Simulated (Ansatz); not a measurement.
# CH5AlFN (SMILES C[NH][AlH][F]) at SVWN5/def2-SVP

What is the energy change on altering one bond length of CH5AlFN at SVWN5/def2-SVP? 

Program for the calculation: Ansatz 0.2.0.

122 further runs of the same task are left out: 122 set aside as unsound or not needed. Runs told in other sessions of the task aren't counted.

## 1. The structure to begin with

CH5AlFN: 9 atoms, total charge 0, spin state singlet. As SMILES, `C[NH][AlH][F]`. The shape is that of a PBE0-D4/def2-TZVP optimisation. This is one conformer, not always the lowest.

Bond lengths: C1–N2 1.448 Å, N2–Al3 1.758 Å, Al3–F4 1.652 Å, C1–H5 1.096 Å, C1–H6 1.093 Å, C1–H7 1.096 Å, N2–H8 1.009 Å, Al3–H9 1.571 Å. Some angles: C1–N2–Al3 127.2°, N2–Al3–F4 117.9°, C1–N2–H8 112.3°, Al3–N2–H8 120.5°, N2–C1–H5 112.3°, N2–C1–H6 110.0°, N2–C1–H7 112.3°, N2–Al3–H9 122.1°, F4–Al3–H9 120.1°, H5–C1–H6 107.1°.

## 2. The energy at SVWN5/def2-SVP

input.yaml

```yaml
crystal:
  periodic: [false, false, false]
  atoms:
    - {symbol: C, position_ang: [-0.498500, 0.834500, -0.836100]}
    - {symbol: N, position_ang: [-0.009500, -0.442400, -0.359300]}
    - {symbol: Al, position_ang: [0.650300, -0.801700, 1.230200]}
    - {symbol: F, position_ang: [1.143100, -2.349500, 1.529300]}
    - {symbol: H, position_ang: [-1.557500, 0.796500, -1.116400]}
    - {symbol: H, position_ang: [-0.401400, 1.589000, -0.050800]}
    - {symbol: H, position_ang: [0.064700, 1.198400, -1.703100]}
    - {symbol: H, position_ang: [-0.081000, -1.165900, -1.058800]}
    - {symbol: H, position_ang: [0.778300, 0.294800, 2.347800]}
basis:
  gaussian: {orbitals: def2-SVP}
hamiltonian: {xc: {name: SVWN5}}
accuracy: high
output: {orbitals: {seedname: orbitals}}
```

Launch:

```console
$ ansatz run input.yaml --threads 1 --pin off --max-ram 2610MiB --events-out events.jsonl --progress --plain --runs-dir runs
```

Log:

```text
Warning: RAYON_NUM_THREADS=1 ignored (pool sized by the plan → 1); use --threads N
Functional definition: SVWN5
  name "SVWN5"
  exchange = slater_x
  correlation = vwn5_c
1942 factors; integrals over basis functions are off by at most 8.1e-9 eV
mean field evaluation 1: about -11837.9945 eV, gradient 7.4e1 eV
mean field evaluation 2: about -11784.2517 eV, gradient 1.5e2 eV
mean field evaluation 4: about -11849.5054 eV, gradient 1.7e1 eV
mean field evaluation 8: about -11849.9747 eV, gradient 2.5e-1 eV
mean field evaluation 16: about -11849.9708 eV, gradient 1.8e-5 eV
mean field -11849.97079739 eV, -435.4783946054 hartree, gradient 5.2e-8 eV, S^2 0.000000; 0 other end points of the search recorded, 0 dependent functions left out
reference -11849.97080120 eV, -435.4783947454 hartree; 20, 20 occupied and 65, 65 virtual orbitals, 1942 factors
Total energy: -11849.97080120 eV, -435.4783947454 hartree
```

Wall time 3.9 s (1 thread of Arm Neoverse V2, shared host); peak memory 0.21 GiB.

## 3. The distorted shape, same level

job.yaml

```yaml
crystal:
  periodic: [false, false, false]
  atoms:
    - {symbol: C, position_ang: [-0.572416, 1.066656, -0.880962]}
    - {symbol: N, position_ang: [-0.083416, -0.210244, -0.404162]}
    - {symbol: Al, position_ang: [0.576384, -0.569544, 1.185338]}
    - {symbol: F, position_ang: [1.143100, -2.349500, 1.529300]}
    - {symbol: H, position_ang: [-1.631416, 1.028656, -1.161262]}
    - {symbol: H, position_ang: [-0.475316, 1.821156, -0.095662]}
    - {symbol: H, position_ang: [-0.009216, 1.430556, -1.747962]}
    - {symbol: H, position_ang: [-0.154916, -0.933744, -1.103662]}
    - {symbol: H, position_ang: [0.704384, 0.526956, 2.302938]}
basis:
  gaussian:
    orbitals: def2-SVP
magnetization:
  spin_polarized: false
  initial_magnetization: 0
hamiltonian:
  xc: {name: SVWN5}
accuracy: high
output:
  orbitals: {seedname: orbitals}
```

Launch:

```console
$ ansatz run job.yaml --threads 1 --pin off --max-ram 2610MiB --events-out events.jsonl --progress --plain --runs-dir runs
```

Log:

```text
Warning: RAYON_NUM_THREADS=1 ignored (pool sized by the plan → 1); use --threads N
[... 4 set-up lines as earlier in the session ...]
1937 factors; integrals over basis functions are off by at most 7.6e-9 eV
mean field evaluation 1: about -11837.1884 eV, gradient 7.5e1 eV
mean field evaluation 2: about -11778.8229 eV, gradient 1.6e2 eV
mean field evaluation 4: about -11848.8067 eV, gradient 1.8e1 eV
mean field evaluation 8: about -11849.4011 eV, gradient 2.6e-1 eV
mean field evaluation 16: about -11849.3983 eV, gradient 5.1e-5 eV
mean field -11849.39832732 eV, -435.4573567182 hartree, gradient 7.1e-8 eV, S^2 0.000000; 0 other end points of the search recorded, 0 dependent functions left out
reference -11849.39833108 eV, -435.4573568565 hartree; 20, 20 occupied and 65, 65 virtual orbitals, 1937 factors
Total energy: -11849.39833108 eV, -435.4573568565 hartree
```

Run time: 3.6 s. Hardware: 1 thread of Arm Neoverse V2, shared host; peak memory 0.21 GiB.

## 4. Results

At SVWN5/def2-SVP:

```
                                                          quantity          value
                                         first shape: total energy  -435.47839 Eh
                                          first shape: HOMO energy       -5.67 eV
                                          first shape: LUMO energy       -0.89 eV
                                        first shape: HOMO–LUMO gap        4.78 eV
                                     distorted shape: total energy  -435.45736 Eh
                                      distorted shape: HOMO energy       -5.91 eV
                                      distorted shape: LUMO energy       -1.25 eV
                                    distorted shape: HOMO–LUMO gap        4.66 eV
energy change with the Al3–F4 bond stretched from 1.652 to 1.899 Å       0.572 eV
```

In words: With the Al3–F4 bond stretched from 1.652 to 1.899 Å the energy rises by 0.57 eV (55.2 kJ/mol). The first shape isn't relaxed at this level, so the change isn't measured from a minimum.
